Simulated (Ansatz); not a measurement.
# BiIr (rocksalt): other levels of theory at one geometry

The task here is to estimate one member of a computed series from the others.

Computed with Ansatz 0.2.0 (DFT at several levels, plane waves, PAW, unless a step's input says otherwise).

## Starting point

The structure is cubic, space group Fm-3m (No. 225). Conventional cell: a = 5.626 Å, b = 5.626 Å, c = 5.626 Å, α = 90.00°, β = 90.00°, γ = 90.00°. Ir (site symmetry m-3m) has 6 Bi at 2.81 Å in its first shell of neighbours. Bi (site symmetry m-3m) has 6 Ir at 2.81 Å in its first shell of neighbours.

Coordinates:

```cif
data_structure
_symmetry_space_group_name_H-M 'Fm-3m'
_symmetry_Int_Tables_number 225
_cell_length_a 5.6257
_cell_length_b 5.6257
_cell_length_c 5.6257
_cell_angle_alpha 90.000
_cell_angle_beta 90.000
_cell_angle_gamma 90.000
_cell_volume 178.05
loop_
_atom_site_label
_atom_site_type_symbol
_atom_site_symmetry_multiplicity
_atom_site_Wyckoff_symbol
_atom_site_fract_x
_atom_site_fract_y
_atom_site_fract_z
_atom_site_occupancy
Ir1 Ir 4 b 0.50000 0.00000 0.00000 1
Bi1 Bi 4 a 0.00000 0.00000 0.00000 1
```

This cell comes from an earlier session at PBE: 22.256 Å³/atom at 0.02 GPa, on a 10×10×10 mesh, no gap.

Levels to run: PBE+SOC; r²SCAN; PBEsol; LDA. Hardware: 2 threads of Arm Neoverse V2, shared host.

Set-up of the first run:

Input file input.yaml:

```yaml
crystal:
  lattice:
    - [0.0, 2.812872199, 2.812872199]
    - [2.812872199, 0.0, 2.812872199]
    - [2.812872199, 2.812872199, 0.0]
  atoms:
    - { symbol: Ir, position: [0.5, 0.5, 0.5] }
    - { symbol: Bi, position: [0.0, 0.0, 0.0] }
basis:
  ecutwfc: 420
  ecutrho_ratio: 4
kpoints:
  mp_grid: { grid: [10, 10, 10] }
hamiltonian:
  xc: pbe
scf:
  occupations: { method: gaussian, width: 0.05 }
output:
  forces: true
  stress: true
  eigenvalues: true
  populations: true
  dos: { projected: true, de: 0.02 }
  write_density: true
  write_potential: true
  elf: true
  volumetric_format: npy
magnetization:
  noncollinear: true
  spin_orbit: true
```

On the command line:

```
> ansatz run input.yaml --threads 2 --pin off --max-ram 2662MiB --backend cpu --events-out ev --progress --plain --runs-dir out
```

Among the steps run: PBE+SOC; r²SCAN; PBEsol; LDA.

One table of the session follows, with a row left open; its other results are not shown here.

| level | pressure (GPa) |
| --- | --- |
| PBE | 0.0 |
| LDA | -8.0 |
| PBEsol | -5.4 |
| PBE+SOC | ? |
| r²SCAN | -3.6 |

Estimate the missing values for PBE+SOC.

As computed: pressure (GPa): 1.2. In the column «pressure (GPa)» it is the highest.

The pressure runs from -8.0 GPa (LDA) to 1.2 GPa (PBE+SOC); a negative pressure means that level wants a smaller cell, a positive one a larger cell. Total energies of different levels have different zeros and can't be compared.
